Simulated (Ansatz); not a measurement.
# Ca2Ta2O6F: the cost of one run

Method: DFT, PBE, plane-wave PAW, default files, scalar-relativistic, as far as a step names no other, in Ansatz 0.2.0.

1 further run of the same task is left out (it didn't finish).

## (1) Starting point

It takes space group Fd-3m (No. 227, cubic). The conventional cell has a = 10.404 Å, b = 10.404 Å, c = 10.404 Å, α = 90.00°, β = 90.00°, γ = 90.00°. Ca (site symmetry -3m) has 2 F at 2.25 Å and 6 O at 2.52 Å as nearest neighbours. Ta (site symmetry -3m) has 6 O at 2.04 Å as nearest neighbours. Around O (site symmetry 2mm) lie 2 Ta at 2.04 Å and 2 Ca at 2.52 Å. Around F (site symmetry -43m) lie 4 Ca at 2.25 Å.

As a file:

```xyz
22
Lattice="0.0000 5.2020 5.2020 5.2020 0.0000 5.2020 5.2020 5.2020 0.0000" Properties=species:S:1:pos:R:3 pbc="T T T"
Ca    3.9015    3.9015    1.3005
Ca    3.9015    1.3005    3.9015
Ca    1.3005    3.9015    3.9015
Ca    1.3005    1.3005    1.3005
Ta    3.9015    3.9015    6.5026
Ta    3.9015    6.5026    3.9015
Ta    6.5026    3.9015    3.9015
Ta    6.5026    6.5026    6.5026
O     5.2020    5.2020    3.0188
O     5.2020    5.2020    7.3853
O     5.6198    7.8031    7.8031
O     3.0188    5.2020    5.2020
O     7.8031    5.6198    7.8031
O     7.8031    7.8031    5.6198
O     7.3853    5.2020    5.2020
O     7.8031    9.9863    7.8031
O     9.9863    7.8031    7.8031
O     5.2020    7.3853    5.2020
O     5.2020    3.0188    5.2020
O     7.8031    7.8031    9.9863
F     2.6010    2.6010    2.6010
F     0.0000    0.0000    0.0000
```

## (2) Single point at the given positions

File input.yaml:

```yaml
crystal:
  lattice:
    - [0.0, 5.20204, 5.20204]
    - [5.20204, 0.0, 5.20204]
    - [5.20204, 5.20204, 0.0]
  atoms:
    - { symbol: Ca, position: [0.125, 0.125, 0.625] }
    - { symbol: Ca, position: [0.125, 0.625, 0.125] }
    - { symbol: Ca, position: [0.625, 0.125, 0.125] }
    - { symbol: Ca, position: [0.125, 0.125, 0.125] }
    - { symbol: Ta, position: [0.625, 0.625, 0.125] }
    - { symbol: Ta, position: [0.625, 0.125, 0.625] }
    - { symbol: Ta, position: [0.125, 0.625, 0.625] }
    - { symbol: Ta, position: [0.625, 0.625, 0.625] }
    - { symbol: O, position: [0.290152, 0.290152, 0.709848] }
    - { symbol: O, position: [0.709848, 0.709848, 0.290152] }
    - { symbol: O, position: [0.959848, 0.540152, 0.540152] }
    - { symbol: O, position: [0.709848, 0.290152, 0.290152] }
    - { symbol: O, position: [0.540152, 0.959848, 0.540152] }
    - { symbol: O, position: [0.540152, 0.540152, 0.959848] }
    - { symbol: O, position: [0.290152, 0.709848, 0.709848] }
    - { symbol: O, position: [0.959848, 0.540152, 0.959848] }
    - { symbol: O, position: [0.540152, 0.959848, 0.959848] }
    - { symbol: O, position: [0.709848, 0.290152, 0.709848] }
    - { symbol: O, position: [0.290152, 0.709848, 0.290152] }
    - { symbol: O, position: [0.959848, 0.959848, 0.540152] }
    - { symbol: F, position: [0.25, 0.25, 0.25] }
    - { symbol: F, position: [0.0, 0.0, 0.0] }
kpoints:
  mp_grid: { grid: [5, 5, 5] }
scf:
  occupations: { method: fermi_dirac, width: 0.05 }
hamiltonian:
  xc: pbe
  pseudopotentials: { kind: paw }
output:
  forces: true
  stress: true
  populations: true
  efg:
    quadrupole_moments_barn: { Ca: -0.0408, Ta: 3.17, O: -0.02558 }
    contact_densities: true
```

On the command line:

```sh
$ ansatz run input.yaml --threads 1 --pin off --max-ram 2560MiB --backend cpu --events-out ev --progress --plain --runs-dir out
```

What time and memory should one allow on 1 thread of Arm Neoverse V1, shared host?

About 40 s, with a peak of 0.74 GiB.
